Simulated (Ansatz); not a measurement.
**BrFHSi− (SMILES F[SiH-]Br): functionals against CCSD(T) at one geometry**

One table from this session's results is given with a row withheld; the runs are named, their logs left out.

Program: Ansatz 0.2.0, Gaussian basis. Level of theory: single points in def2-TZVPPD. These are calculated values, not measurements.

Correlated methods freeze the cores. Filled d shells of the heavier atoms are correlated.

**The system as given**

SMILES `F[SiH-]Br`, 4 atoms, charge -1, spin multiplicity 1.

Atoms are counted from 1 here; the program's logs count them from 0.

Bond lengths: F1–Si2 1.705 Å, Si2–Br3 2.483 Å, Si2–H4 1.509 Å. Angles: F1–Si2–Br3 97.7°, F1–Si2–H4 91.8°, Br3–Si2–H4 90.8°.

As a file:

| atom | x (Å) | y (Å) | z (Å) |
| --- | --- | --- | --- |
| F1 | -1.08020 | -0.17530 | 1.10600 |
| Si2 | -0.47410 | -0.43210 | -0.46650 |
| Br3 | 1.93920 | -0.49960 | 0.11190 |
| H4 | -0.39140 | 1.05210 | -0.72850 |

The first run:

run/in.yaml

```yaml
crystal:
  periodic: [false, false, false]
  atoms:
    - {symbol: F, position_ang: [-1.080200, -0.175300, 1.106000]}
    - {symbol: Si, position_ang: [-0.474100, -0.432100, -0.466500]}
    - {symbol: Br, position_ang: [1.939200, -0.499600, 0.111900]}
    - {symbol: H, position_ang: [-0.391400, 1.052100, -0.728500]}
basis:
  gaussian: {orbitals: "def2-TZVPPD.json"}
total_charge: -1
correlation: {method: ccsd_t}
output: {forces: true}
```

The basis file named in the input lies beside it (Basis Set Exchange, JSON).

No record of the launch command was kept for these runs.

Steps of the session up to this table: CCSD(T)/def2-TZVPPD; PBE0-D4/def2-TZVPPD; wB97M-V/def2-TZVPPD; r2SCAN-D4/def2-TZVPPD; PBE-D4/def2-TZVPPD; HSE06-D4/def2-TZVPPD; BLYP-D4/def2-TZVPPD.

One of the session's tables, all rows but one given; the rest of the session is left out.

```
   method  RMS force component (eV/Å)  angle to CCSD(T) forces (°)
  CCSD(T)                       0.337                    reference
  PBE0-D4                       0.370                          8.6
  wB97M-V                           ?                            ?
r2SCAN-D4                       0.356                          9.3
   PBE-D4                       0.286                         46.2
 HSE06-D4                       0.371                          8.8
  BLYP-D4                       0.259                         61.8
```

Q: Estimate the row for wB97M-V from the others.

As computed: RMS force component (eV/Å): 0.304; angle to CCSD(T) forces (°): 5.0. In the column «RMS force component (eV/Å)» it lies between PBE-D4 (0.286) and CCSD(T) (0.337).
